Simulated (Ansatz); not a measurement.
# EuP2Pd2: the cost of one run

Program: Ansatz 0.2.0 through its Python package. Level of theory: DFT PBEsol+D3(BJ), plane waves, PAW. These are calculated values, not measurements.

**1. Starting point**

Symmetry: I4/mmm, No. 139, tetragonal system. Conventional cell: a = 4.186 Å, b = 4.186 Å, c = 9.797 Å, α = 90.00°, β = 90.00°, γ = 90.00°. Eu (site symmetry 4/mmm) is surrounded by 8 P at 3.16 Å and 8 Pd at 3.22 Å. Around P (site symmetry 4mm) lie 1 P at 2.20 Å and 4 Pd at 2.49 Å and 4 Eu at 3.16 Å. Pd (site symmetry -4m2) has 4 P at 2.49 Å as nearest neighbours.

No structure file is read: the coordinates are typed or built in the script.

**2. The script**

Input file vcrelax.py:

```python
# -*- coding: utf-8 -*-
"""Variable-cell relaxation of EuP2Pd2."""

import warnings

import ansatz as az
import matplotlib.pyplot as plt
import numpy as np

def edges_and_angles(cell):
    cell = np.asarray(cell)
    a, b, c = np.linalg.norm(cell, axis=1)
    cosines = cell[1] @ cell[2] / (b * c), cell[0] @ cell[2] / (a * c), cell[0] @ cell[1] / (a * b)
    return (a, b, c, *np.degrees(np.arccos(cosines)))


def main():
    warnings.simplefilter("ignore", az.DeckWarning)

    structure = (
        az.Lattice.of((-2.09318, 2.09318, 4.8987), (2.09318, -2.09318, 4.8987), (2.09318, 2.09318, -4.8987))
        .atom("Eu", (0.0, 0.0, 0.0))
        .atom("P", (0.38753, 0.38753, 0.0))
        .atom("P", (0.61247, 0.61247, 0.0))
        .atom("Pd", (0.25, 0.75, 0.5))
        .atom("Pd", (0.75, 0.25, 0.5))
        .moments(Eu=7)
    )

    # only the volume may change
    setup = structure.calculation()
    setup = setup.functional("pbesol", dispersion="d3bj")
    setup = setup.spin("collinear").kpoints(8, 8, 8)
    setup = setup.occupations(az.OccupationsMethod.FERMI_DIRAC, width=0.1)
    setup = setup.relax(max_steps=60, fix_cell=["shape"])
    steps = []


    def follow(event):
        if event["event"] != "relax_step":
            return
        row = event["data"]
        steps.append(row)
        print(f"step {row['step']:3d}  E = {row['lagrangian_ev']:.5f} eV  largest force component = {row['allowed_force_max_ev_ang']:.4f} eV/A  P = {row['pressure_gpa']:.3f} GPa")


    result = setup.session().plan(threads=1).execute(on_event=follow)
    summary = result.report

    first, last = steps[0], steps[-1]
    symbols = [site.symbol for site in result.lattice.sites]
    print(f"energy gained {first['lagrangian_ev'] - last['lagrangian_ev']:.4f} eV in {len(steps) - 1} steps")
    for label, vectors in (("before", first["cell_ang"]), ("after", result.lattice.cell_ang)):
        print(label, "a b c (A) {:.4f} {:.4f} {:.4f}  angles {:.2f} {:.2f} {:.2f}".format(*edges_and_angles(vectors)), f" V = {abs(np.linalg.det(vectors)):.3f} A^3")
    print("final stress xx yy zz (GPa, compression positive):", np.round(np.diag(summary["stress_gpa"]), 3) + 0.0)

    fig, (top, bottom) = plt.subplots(2, 1, sharex=True, figsize=(4.5, 4))
    top.plot([s["lagrangian_ev"] - last["lagrangian_ev"] for s in steps], "o-")
    top.set_ylabel("E - E(final) (eV)")
    bottom.semilogy([max(s["allowed_force_max_ev_ang"], 1e-6) for s in steps], "s-")
    bottom.set(xlabel="step", ylabel="largest force (eV/A)")
    fig.tight_layout()
    fig.savefig("relax.png", dpi=100)

    print("atom   start x y z (A)              end x y z (A)")
    for symbol, a, b in zip(symbols, first["positions_ang"], last["positions_ang"]):
        print(f"{symbol:3s}", " ".join(f"{v:8.4f}" for v in a), "  ", " ".join(f"{v:8.4f}" for v in b))

    print("%-22s %14.5f eV" % ("F = E - TS", summary["free_energy_ev"]))
    print("%-22s %14.5f eV" % ("E", summary["internal_energy_ev"]))
    print("%-22s %14.5f eV" % ("Harris-Foulkes", summary["harris_foulkes_ev"]))
    print("%-22s %14.5f eV" % ("Fermi level", summary["fermi_energy_ev"]))

    print("site moments (muB):", [round(m, 2) for m in summary["site_moments_mub"]])
    print("electrons up, down:", [round(n, 3) for n in summary["spin_occupation_sums"]])


if __name__ == "__main__":
    main()
```

**3. What the engine is handed**

The engine receives this input:

```yaml
crystal:
  lattice:
    - [-2.09318, 2.09318, 4.8987]
    - [2.09318, -2.09318, 4.8987]
    - [2.09318, 2.09318, -4.8987]
  atoms:
    - { symbol: Eu, position: [0.0, 0.0, 0.0] }
    - { symbol: P, position: [0.38753, 0.38753, 0.0] }
    - { symbol: P, position: [0.61247, 0.61247, 0.0] }
    - { symbol: Pd, position: [0.25, 0.75, 0.5] }
    - { symbol: Pd, position: [0.75, 0.25, 0.5] }
kpoints:
  mp_grid:
    grid: [8, 8, 8]
hamiltonian:
  xc: pbesol
  dispersion: d3bj
magnetization:
  spin_polarized: true
  per_species:
    Eu: 7.0
scf:
  occupations:
    method: fermi_dirac
    width: 0.1
relax:
  max_steps: 60
  cell:
    fix: [shape]
```

**4. The run**

Command:

```sh
$ python vcrelax.py
```

What time and memory should one allow on 1 thread of Arm Neoverse V2, shared host?

About 2.6 min, with a peak of 0.73 GiB.
